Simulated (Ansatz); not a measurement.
# HfO2 (cubic fluorite): the cost of one run

Computed with Ansatz 0.2.0 (DFT PBE, scalar-relativistic, plane waves, PAW, unless a step's input says otherwise).

## 1. The structure to begin with

Symmetry: Fm-3m, No. 225, cubic system. Conventional cell: a = 5.200 Å, b = 5.200 Å, c = 5.200 Å, α = 90.00°, β = 90.00°, γ = 90.00°. Around Hf (site symmetry m-3m) lie 8 O at 2.25 Å. Around O (site symmetry -43m) lie 4 Hf at 2.25 Å.

As a file:

```
CELL_PARAMETERS angstrom
0.00000 5.20000 5.20000
5.20000 0.00000 5.20000
5.20000 5.20000 0.00000
ATOMIC_POSITIONS crystal
Hf 0.00000 0.00000 0.00000
Hf 0.00000 0.00000 0.50000
Hf 0.00000 0.50000 0.00000
Hf 0.00000 0.50000 0.50000
Hf 0.50000 0.00000 0.00000
Hf 0.50000 0.00000 0.50000
Hf 0.50000 0.50000 0.00000
Hf 0.50000 0.50000 0.50000
O 0.12500 0.12500 0.12500
O 0.12500 0.12500 0.62500
O 0.12500 0.62500 0.12500
O 0.12500 0.62500 0.62500
O 0.62500 0.12500 0.12500
O 0.62500 0.12500 0.62500
O 0.62500 0.62500 0.12500
O 0.62500 0.62500 0.62500
O 0.37500 0.37500 0.37500
O 0.37500 0.37500 0.87500
O 0.37500 0.87500 0.37500
O 0.37500 0.87500 0.87500
O 0.87500 0.37500 0.37500
O 0.87500 0.37500 0.87500
O 0.87500 0.87500 0.37500
O 0.87500 0.87500 0.87500
```

## 2. Molecular dynamics: HfO2 (cubic fluorite), no spin

input.yaml

```yaml
crystal:
  lattice:
    - [0.0, 5.2, 5.2]
    - [5.2, 0.0, 5.2]
    - [5.2, 5.2, 0.0]
  atoms:
    - { symbol: Hf, position: [0.0, 0.0, 0.0] }
    - { symbol: Hf, position: [0.0, 0.0, 0.5] }
    - { symbol: Hf, position: [0.0, 0.5, 0.0] }
    - { symbol: Hf, position: [0.0, 0.5, 0.5] }
    - { symbol: Hf, position: [0.5, 0.0, 0.0] }
    - { symbol: Hf, position: [0.5, 0.0, 0.5] }
    - { symbol: Hf, position: [0.5, 0.5, 0.0] }
    - { symbol: Hf, position: [0.5, 0.5, 0.5] }
    - { symbol: O, position: [0.125, 0.125, 0.125] }
    - { symbol: O, position: [0.125, 0.125, 0.625] }
    - { symbol: O, position: [0.125, 0.625, 0.125] }
    - { symbol: O, position: [0.125, 0.625, 0.625] }
    - { symbol: O, position: [0.625, 0.125, 0.125] }
    - { symbol: O, position: [0.625, 0.125, 0.625] }
    - { symbol: O, position: [0.625, 0.625, 0.125] }
    - { symbol: O, position: [0.625, 0.625, 0.625] }
    - { symbol: O, position: [0.375, 0.375, 0.375] }
    - { symbol: O, position: [0.375, 0.375, 0.875] }
    - { symbol: O, position: [0.375, 0.875, 0.375] }
    - { symbol: O, position: [0.375, 0.875, 0.875] }
    - { symbol: O, position: [0.875, 0.375, 0.375] }
    - { symbol: O, position: [0.875, 0.375, 0.875] }
    - { symbol: O, position: [0.875, 0.875, 0.375] }
    - { symbol: O, position: [0.875, 0.875, 0.875] }
scf:
  occupations: { method: gaussian, width: 0.05 }
output:
  forces: true
  stress: true
hamiltonian:
  xc: pbe
basis:
  ecutwfc: 440
kpoints:
  mp_grid: { grid: [2, 2, 2] }
md:
  timestep: 2.0
  n_steps: 300
  ensemble: npt_langevin
  temperature: 2800
  pressure: 0.0
  fix_cell: [shape]
  initial_velocities: maxwell_boltzmann
  seed: 1
```

Command:

```console
ansatz run input.yaml --threads 8 --pin off --max-ram 10240MiB --backend cpu --events-out ev --progress --plain --runs-dir out
```

What time and memory should one allow on 8 threads of Arm Neoverse N1, shared host?

About 39 min, with a peak of 2.5 GiB.
